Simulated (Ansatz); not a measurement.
# Si5Cl: the cost of one run

Computed with Ansatz 0.2.0 (DFT PBE, scalar-relativistic, plane waves, PAW, unless a step's input says otherwise).

### Step 1. The starting structure

Symmetry: P4/mmm, No. 123, tetragonal system. Conventional cell: a = 3.690 Å, b = 3.690 Å, c = 8.652 Å, α = 90.00°, β = 90.00°, γ = 90.00°. Around Si (site symmetry 4mm) lie 1 Si at 1.50 Å. Si (site symmetry 4mm) is surrounded by 2 Si at 1.50 to 1.64 Å. Si (site symmetry 4/mmm) is surrounded by 2 Si at 1.64 Å. Around Cl (site symmetry 4/mmm) lie 4 Si at 2.61 Å.

Structure file:

```xyz
6
Lattice="3.6903 0.0000 0.0000 0.0000 3.6903 0.0000 0.0000 0.0000 8.6516" Properties=species:S:1:pos:R:3 pbc="T T T"
Si    0.0000    0.0000    7.4649
Si    0.0000    0.0000    1.1867
Si    0.0000    0.0000    5.9638
Si    0.0000    0.0000    2.6878
Si    0.0000    0.0000    4.3258
Cl    1.8452    1.8452    4.3258
```

The cell is invented: random cell by space group and Wyckoff sites (P4/mmm, No. 123). Lengths come from tabulated atomic sizes and are only a guess.

### Step 2. Probe: one point on a coarse mesh

The input, input.yaml:

```yaml
crystal:
  lattice:
    - [3.69031732, 0.0, 0.0]
    - [0.0, 3.69031732, 0.0]
    - [0.0, 0.0, 8.65161975]
  atoms:
    - { symbol: Si, position: [0.0, 0.0, 0.86283396] }
    - { symbol: Si, position: [0.0, 0.0, 0.13716604] }
    - { symbol: Si, position: [0.0, 0.0, 0.68932857] }
    - { symbol: Si, position: [0.0, 0.0, 0.31067143] }
    - { symbol: Si, position: [0.0, 0.0, 0.5] }
    - { symbol: Cl, position: [0.5, 0.5, 0.5] }
basis:
  ecutwfc: 420
kpoints:
  mp_grid: { grid: [6, 6, 2] }
hamiltonian:
  xc: pbe
scf:
  occupations: { method: gaussian, width: 0.1 }
  lower_state_search: "off"
output:
  forces: true
  stress: true
  eigenvalues: true
```

Command:

```
> ansatz run input.yaml --threads 1 --pin off --max-ram 2048MiB --backend cpu --events-out ev --progress --plain --runs-dir out
```

Q: Estimate wall time and peak memory on 1 thread of Arm Neoverse V1, shared host.

About 3.2 s, with a peak of 0.33 GiB.
